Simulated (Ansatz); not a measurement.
# SbP: one crystal by all-electron and frozen-core methods

Does the method matter for SbP? The same cell, functional and mesh are run with LAPW, all electrons, PAW with frozen cores and datasets made for this crystal.

Program: Ansatz 0.2.0. Level of theory: DFT PBE, scalar-relativistic. These are calculated values, not measurements.

1 further run of the same task is left out (set aside as unsound or not needed).

## (1) Starting point

It takes space group Fm-3m (No. 225, cubic). Conventional cell: a = 5.635 Å, b = 5.635 Å, c = 5.635 Å, α = 90.00°, β = 90.00°, γ = 90.00°. Sb (site symmetry m-3m) is surrounded by 6 P at 2.82 Å. P (site symmetry m-3m) is surrounded by 6 Sb at 2.82 Å.

Coordinates:

```
Sb P
1.0
     0.00000    2.81773    2.81773
     2.81773    0.00000    2.81773
     2.81773    2.81773    0.00000
Sb P
1 1
Direct
  0.00000 0.00000 0.00000
  0.50000 0.50000 0.50000
```

The structure (rocksalt type) was typed from a prototype and relaxed by PAW; whether it is the ground state wasn't tested.

Atoms are numbered in the order of the input: Sb1, P2.

## (2) LAPW, all electrons

File input.yaml:

```yaml
crystal:
  lattice:
    - [0.0, 2.817732129, 2.817732129]
    - [2.817732129, 0.0, 2.817732129]
    - [2.817732129, 2.817732129, 0.0]
  atoms:
    - { symbol: Sb, position: [0.0, 0.0, 0.0] }
    - { symbol: P, position: [0.5, 0.5, 0.5] }
kpoints:
  mp_grid: { grid: [11, 11, 11] }
  band_path:
    path:
      - [0.0, 0.0, 0.0]
      - [0.5, 0.0, 0.5]
      - [0.625, 0.25, 0.625]
      - [0.375, 0.375, 0.75]
      - [0.0, 0.0, 0.0]
      - [0.5, 0.5, 0.5]
      - [0.5, 0.25, 0.75]
      - [0.5, 0.0, 0.5]
    npoints: 8
scf:
  occupations: { method: fermi_dirac, width: 0.05 }
hamiltonian:
  xc: pbe
  pseudopotentials: { kind: all_electron, lapw: { basis_error: 0.0005 } }
output:
  forces: true
  stress: true
  eigenvalues: true
  populations: true
  dos: { projected: true, de: 0.2, e_range: [-14, 8] }
```

## (3) PAW with frozen cores

Edit input.yaml of step 2 so:

```diff
@@ -25,3 +25,3 @@
   xc: pbe
-  pseudopotentials: { kind: all_electron, lapw: { basis_error: 0.0005 } }
+  pseudopotentials: { kind: paw }
 output:
@@ -30,3 +30,5 @@
   eigenvalues: true
+  efg: { contact_densities: true }
   populations: true
+  bader: true
   dos: { projected: true, de: 0.2, e_range: [-14, 8] }
```

## (4) Datasets made for this crystal

Edit input.yaml of step 3 so:

```diff
@@ -25,3 +25,3 @@
   xc: pbe
-  pseudopotentials: { kind: paw }
+  pseudopotentials: { kind: all_electron, datasets: crystal }
 output:
@@ -31,4 +31 @@
   efg: { contact_densities: true }
-  populations: true
-  bader: true
-  dos: { projected: true, de: 0.2, e_range: [-14, 8] }
```

(Steps that only read results are left out.)

What does the calculation give? Wanted: pressure; gap; Bader charges.

The runs gave:

```
           quantity                                           value
           pressure  LAPW 0.01, PAW 0.00, crystal datasets 0.01 GPa
         gap (LAPW)                                            none
Bader charges (PAW)                           Sb1 +0.69, P2 -0.69 e
```

The pressure is within half a GPa of zero, so the volume is close to equilibrium at this level. Bands reach the Fermi level, so no gap opens at this level of theory, which can close a small real gap. Spin-orbit coupling is left out of this run, though the cell holds Sb; it can open or close small gaps. Sb 5p carries the largest share, 62 %, of the projected states within 0.3 eV of the Fermi level. The projection holds only the free atom's occupied shells (Sb 5s, Sb 5p, P 3s, P 3p in this range). In pressure, PAW differs from LAPW by less than 0.01 GPa.
